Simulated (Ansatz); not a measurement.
# TiSi2: the cost of one run

Method: DFT PBE, scalar-relativistic, plane waves, PAW, in Ansatz 0.2.0.

### Step 1. The system as given

It takes space group Cmcm (No. 63, orthorhombic). The conventional cell has a = 3.530 Å, b = 13.519 Å, c = 3.565 Å, α = 90.00°, β = 90.00°, γ = 90.00°. Around Ti (site symmetry m2m) lie 10 Si at 2.58 to 2.81 Å. Si (site symmetry m2m) is surrounded by 2 Si at 2.38 Å and 6 Ti at 2.58 to 2.81 Å. Around Si (site symmetry m2m) lie 4 Si at 2.51 Å and 4 Ti at 2.66 to 2.67 Å.

Structure file:

```cif
data_structure
_symmetry_space_group_name_H-M 'P 1'
_symmetry_Int_Tables_number 1
_cell_length_a 6.9859
_cell_length_b 6.9859
_cell_length_c 3.5652
_cell_angle_alpha 90.000
_cell_angle_beta 90.000
_cell_angle_gamma 150.729
_cell_volume 85.07
loop_
_atom_site_label
_atom_site_type_symbol
_atom_site_fract_x
_atom_site_fract_y
_atom_site_fract_z
_atom_site_occupancy
Ti1 Ti 0.89688 0.10312 0.75000 1
Ti2 Ti 0.10312 0.89688 0.25000 1
Si1 Si 0.55825 0.44175 0.75000 1
Si2 Si 0.44175 0.55825 0.25000 1
Si3 Si 0.24969 0.75031 0.75000 1
Si4 Si 0.75031 0.24969 0.25000 1
```

(A quick probe on a coarse mesh, which set the mesh and smearing, is not shown.)

### Step 3. The relaxation

Input file input.yaml:

```yaml
crystal:
  lattice:
    - [1.765105025, -6.759281535, 0.0]
    - [1.765105025, 6.759281535, 0.0]
    - [0.0, 0.0, 3.56517397]
  atoms:
    - { symbol: Ti, position: [0.89688192, 0.10311808, 0.75] }
    - { symbol: Ti, position: [0.10311808, 0.89688192, 0.25] }
    - { symbol: Si, position: [0.55825145, 0.44174855, 0.75] }
    - { symbol: Si, position: [0.44174855, 0.55825145, 0.25] }
    - { symbol: Si, position: [0.24968518, 0.75031482, 0.75] }
    - { symbol: Si, position: [0.75031482, 0.24968518, 0.25] }
basis:
  ecutwfc: 420
kpoints:
  mp_grid: { grid: [12, 12, 10] }
hamiltonian:
  xc: pbe
scf:
  occupations: { method: gaussian, width: 0.1 }
output:
  forces: true
  stress: true
  eigenvalues: true
  write_density: true
  write_potential: true
  elf: true
  volumetric_format: npy
relax:
  adjacent_minimum: "off"
  f_tol: 0.01
  max_steps: 80
  cell: { stress_tol: 0.05 }
```

Command:

```console
$ ansatz run input.yaml --threads 1 --pin off --max-ram 2560MiB --backend cpu --events-out ev --progress --plain --runs-dir out
```

What time and memory should one allow on 1 thread of Intel Xeon 6975P-C (Granite Rapids), shared host?

About 1.7 min, with a peak of 0.78 GiB.
